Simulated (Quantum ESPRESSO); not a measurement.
A Quantum ESPRESSO 7.5 run (PBE) on a crystal of composition Si2N lists these optical modes at the zone centre:

| symmetry | cm⁻¹ | components | active in |
| --- | --- | --- | --- |
| Eu | 651i | 2 | IR |
| A2u | 490i | 1 | IR |
| Eg | 351i | 2 | Raman |
| B1g | 425 | 1 | Raman |

Question: How many atoms does the primitive cell hold, does the crystal have a centre of inversion, and what is its point group?

Answer: 6 optical and 3 acoustic modes make 3 atoms. The labels g and u show a centre of inversion, so no mode is both infrared and Raman active. The point group is 4/mmm (space group I4/mmm, No. 139).

The cell:

```
Si N
1.0
    -2.04556    2.04556    2.39837
     2.04556   -2.04556    2.39837
     2.04556    2.04556   -2.39837
Si N
2 1
Direct
  0.75000 0.25000 0.50000
  0.25000 0.75000 0.50000
  0.00000 0.00000 0.00000
```

Caveat: the k mesh is coarse (spacing up to 0.54 Å⁻¹), so the values aren't converged; the mesh is thin for the phonons of a metal; some modes are imaginary.
